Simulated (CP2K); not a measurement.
# Hf in CP2K: work function with PBE

Aim: the work function of Hf with PBE.

All numbers are computed with CP2K 2026.2; they aren't measurements. Logs are shortened: lines on timing, memory, paths and dates and some standing lists are left out, and cuts for length are marked.

### Step 1. The cell of the first run

The cell holds a slab with vacuum, 5 atoms: a = 3.197 Å, b = 3.197 Å, c = 25.116 Å, α = 90.00°, β = 90.00°, γ = 120.00°.

### Step 2. Work function, PBE (the (0 0 1) slab of Hf, cut from the database cell, not relaxed)

Contents of hf_workfunction.inp:

```
&GLOBAL
  PROJECT hf_workfunction
  RUN_TYPE ENERGY_FORCE
  PRINT_LEVEL LOW
&END GLOBAL
&FORCE_EVAL
  METHOD QS
  &DFT
    BASIS_SET_FILE_NAME BASIS_MOLOPT_UZH
    POTENTIAL_FILE_NAME POTENTIAL_UZH
    &MGRID
      CUTOFF 450
      REL_CUTOFF 60
      NGRIDS 5
    &END MGRID
    &QS
      METHOD GPW
      EPS_DEFAULT 1.0E-10
    &END QS
    &KPOINTS
      SCHEME MONKHORST-PACK 10 10 1
      GAMMA_CENTERED T
      SYMMETRY T
      SYMMETRY_BACKEND SPGLIB
    &END KPOINTS
    &SCF
      SCF_GUESS ATOMIC
      EPS_SCF 1.0E-6
      MAX_SCF 100
      ADDED_MOS 31
      CHOLESKY OFF
      EPS_EIGVAL 1.0E-7
      &DIAGONALIZATION ON
        ALGORITHM STANDARD
      &END DIAGONALIZATION
      &MIXING ON
        METHOD BROYDEN_MIXING
        ALPHA 0.2
        BETA 1.5
        NBUFFER 8
      &END MIXING
      &SMEAR ON
        METHOD FERMI_DIRAC
        ELECTRONIC_TEMPERATURE [K] 580.226
      &END SMEAR
    &END SCF
    &XC
      &XC_FUNCTIONAL
        &GGA_X_PBE
        &END GGA_X_PBE
        &GGA_C_PBE
        &END GGA_C_PBE
      &END XC_FUNCTIONAL
    &END XC
    &PRINT
      &KPOINTS ON
      &END KPOINTS
      &MULLIKEN ON
      &END MULLIKEN
      &MO ON
        ENERGIES T
        OCCUPATION_NUMBERS T
        &EACH
          QS_SCF 0
        &END EACH
        ADD_LAST NUMERIC
      &END MO
      &LOWDIN ON
      &END LOWDIN
      &HIRSHFELD ON
        SHAPE_FUNCTION DENSITY
      &END HIRSHFELD
      &E_DENSITY_CUBE ON
        STRIDE 1
      &END E_DENSITY_CUBE
      &V_HARTREE_CUBE ON
        STRIDE 1
      &END V_HARTREE_CUBE
      &ELF_CUBE ON
        STRIDE 1
      &END ELF_CUBE
    &END PRINT
  &END DFT
  &SUBSYS
    &CELL
      A 3.1966985242 0.0000000000 0.0000000000
      B -1.5983492621 2.7684221302 0.0000000000
      C 0.0000000000 0.0000000000 25.1156000000
      PERIODIC XYZ
    &END CELL
    &COORD
      SCALED
      Hf  0.3333333333 0.6666666666 0.2986191849
      Hf  0.6666666667 0.3333333334 0.3993095924
      Hf  0.3333333333 0.6666666666 0.5000000000
      Hf  0.6666666667 0.3333333334 0.6006904076
      Hf  0.3333333333 0.6666666666 0.7013808151
    &END COORD
    &KIND Hf
      BASIS_SET TZVP-MOLOPT-PBE-GTH-q12
      POTENTIAL GTH-PBE-q12
    &END KIND
    &PRINT
      &ATOMIC_COORDINATES ON
      &END ATOMIC_COORDINATES
      &CELL ON
      &END CELL
    &END PRINT
  &END SUBSYS
  &PRINT
    &FORCES ON
    &END FORCES
  &END PRINT
&END FORCE_EVAL
```

Potentials or basis: POTENTIAL_UZH Hf GTH-PBE-q12; TZVP-MOLOPT-PBE-GTH basis.

Run with:

```
$ OMP_NUM_THREADS=1 mpirun -n 2 cp2k.psmp -i hf_workfunction.inp -o hf_workfunction.out
```

hf_workfunction.out:

```text

 CP2K| version string:                                       CP2K version 2026.2
 CP2K| Input file name                                       hf_workfunction.inp

 GLOBAL| Force Environment number                                              1
 GLOBAL| Basis set file name                                    BASIS_MOLOPT_UZH
 GLOBAL| Potential file name                                       POTENTIAL_UZH
 GLOBAL| MM Potential file name                                     MM_POTENTIAL
 GLOBAL| Coordinate file name                                      __STD_INPUT__
 GLOBAL| Method name                                                        CP2K
 GLOBAL| Project name                                            hf_workfunction
 GLOBAL| Run type                                                   ENERGY_FORCE
 GLOBAL| FFT library                                                       FFTW3
 GLOBAL| Diagonalization library                                       ScaLAPACK
 GLOBAL| Cholesky decomposition library                                ScaLAPACK
 GLOBAL| DGEMM library                                                      BLAS
 GLOBAL| Direct generalized diagonalization requested                          F
 GLOBAL| Matrix multiplication library                                 ScaLAPACK
 GLOBAL| Global print level                                                  LOW
 GLOBAL| Total number of message passing processes                             2
 GLOBAL| Number of threads for this process                                    1
 GLOBAL| CPU model name                                                  UNKNOWN

 CELL| Volume [angstrom^3]:                                           222.268312
 CELL| Vector a [angstrom]:       3.197     0.000     0.000   |a| =     3.196699
 CELL| Vector b [angstrom]:      -1.598     2.768     0.000   |b| =     3.196699
 CELL| Vector c [angstrom]:       0.000     0.000    25.116   |c| =    25.115600
 CELL| Angle (b,c), alpha [degree]:                                    90.000000
 CELL| Angle (a,c), beta  [degree]:                                    90.000000
 CELL| Angle (a,b), gamma [degree]:                                   120.000000
 CELL| Numerically orthorhombic:                                              NO
 CELL| Periodicity                                                           XYZ

 CELL_REF| Volume [angstrom^3]:                                       222.268312
 CELL_REF| Vector a [angstrom     3.197     0.000     0.000   |a| =     3.196699
 CELL_REF| Vector b [angstrom    -1.598     2.768     0.000   |b| =     3.196699
 CELL_REF| Vector c [angstrom     0.000     0.000    25.116   |c| =    25.115600
 CELL_REF| Angle (b,c), alpha [degree]:                                90.000000
 CELL_REF| Angle (a,c), beta  [degree]:                                90.000000
 CELL_REF| Angle (a,b), gamma [degree]:                               120.000000
 CELL_REF| Numerically orthorhombic:                                          NO
 CELL_REF| Periodicity                                                       XYZ
[... 9 lines left out ...]
 TOTAL NUMBERS AND MAXIMUM NUMBERS

  Total number of            - Atomic kinds:                                   1
                             - Atoms:                                          5
                             - Shell sets:                                     5
[... 124 lines left out ...]
  Core Hamiltonian energy:                                     76.13270126682725
  Hartree energy:                                              69.69763425803215
  Exchange-correlation energy:                                -30.18845985420808
  Electronic entropic energy:                                  -0.00176577334414
  Fermi energy:                                                 0.11635104450826

  Total energy:                                              -246.37709441814457
  Total energy (extrapolated to T->0):                       -246.37621153147251

 MO| EIGENVALUES AND OCCUPATION NUMBERS FOR K POINT 1
 MO|
 MO|  Index      Eigenvalue [a.u.]        Eigenvalue [eV]             Occupation
 MO|      1              -2.139624             -58.222133               2.000000
 MO|      2              -2.139621             -58.222037               2.000000
 MO|      3              -2.123857             -57.793098               2.000000
 MO|      4              -2.123629             -57.786896               2.000000
 MO|      5              -2.123416             -57.781083               2.000000
 MO|      6              -1.025642             -27.909142               2.000000
[... 455 lines left out ...]
 MO|     60               0.551660              15.011420               0.000000
 MO|     61               0.556827              15.152021               0.000000
 MO| Sum:                                                              62.045376
 MO| E(Fermi):            0.116351 a.u.          3.166073 eV

 The electron density is written in Cube    file format to the file:

 hf_workfunction-ELECTRON_DENSITY-1_0.cube

 !-----------------------------------------------------------------------------!
                     Mulliken Population Analysis

 #  Atom  Element  Kind  Atomic population                           Net charge
       1     Hf       1         11.900403                              0.099597
       2     Hf       1         12.102959                             -0.102959
       3     Hf       1         11.993275                              0.006725
       4     Hf       1         12.102959                             -0.102959
       5     Hf       1         11.900403                              0.099597
 # Total charge                             60.000000                 -0.000000

 !-----------------------------------------------------------------------------!

 !-----------------------------------------------------------------------------!
                           Hirshfeld Charges

  #Atom  Element  Kind  Ref Charge     Population                    Net charge
      1       Hf     1      12.000         11.992                         0.008
      2       Hf     1      12.000         12.006                        -0.006
      3       Hf     1      12.000         12.003                        -0.003
      4       Hf     1      12.000         12.006                        -0.006
      5       Hf     1      12.000         11.992                         0.008

  Total Charge                                                            0.001
 !-----------------------------------------------------------------------------!

 LOWDIN POPULATION ANALYSIS

 #  Atom  Element  Kind  Atomic population                           Net charge
       1     Hf       1         11.887334                              0.112666
       2     Hf       1         12.101167                             -0.101167
       3     Hf       1         12.022997                             -0.022997
       4     Hf       1         12.101167                             -0.101167
       5     Hf       1         11.887334                              0.112666
 # Total charge                             60.000000                 -0.000000

               ----- ELF is computed on the real space grid -----

 ELF is written in Cube    file format to the file:

 hf_workfunction-ELF_S1-1_0.cube

 ENERGY| Total FORCE_EVAL ( QS ) energy [hartree]           -246.377103444081087

 FORCES| Atomic forces [hartree/bohr]
 FORCES|   Atom     x               y               z               |f|
 FORCES|      1 -2.73242261E-09  2.93926184E-09  1.14866882E-02   1.14866882E-02
 FORCES|      2  3.91170482E-09 -3.38035843E-09 -1.45617045E-02   1.45617045E-02
 FORCES|      3 -1.20889024E-08  6.48736814E-09 -1.37607175E-08   1.94315427E-08
 FORCES|      4  3.91194444E-09 -3.38059584E-09  1.45616910E-02   1.45616910E-02
 FORCES|      5 -2.73304559E-09  2.93980440E-09 -1.14866610E-02   1.14866610E-02
 FORCES| Sum    -9.73072131E-09  5.60548011E-09  2.02204399E-12
 FORCES| Total atomic force                                       1.12297974E-08
```

Wall time 64 s (2 MPI ranks of Arm Neoverse V2, shared host).

What came out:

```yaml
Free_energy: -6704.2619 eV
Largest_force: 0.749 eV/Å
Band_gap_on_the_k_mesh: none (metal or under the smearing width)
Work_function: 4.40 eV
Work_function_of_the_upper_face: 4.40 eV
Work_function_of_the_lower_face: 4.40 eV
```

Forces in eV/Å, atoms in the order of the input:
```
Hf   0.000  0.000  0.591
Hf   0.000  0.000 -0.749
Hf   0.000  0.000  0.000
Hf   0.000  0.000  0.749
Hf   0.000  0.000 -0.591
```

Caveat: the basis of atomic orbitals isn't converged, which shifts pressures, moduli and gaps.
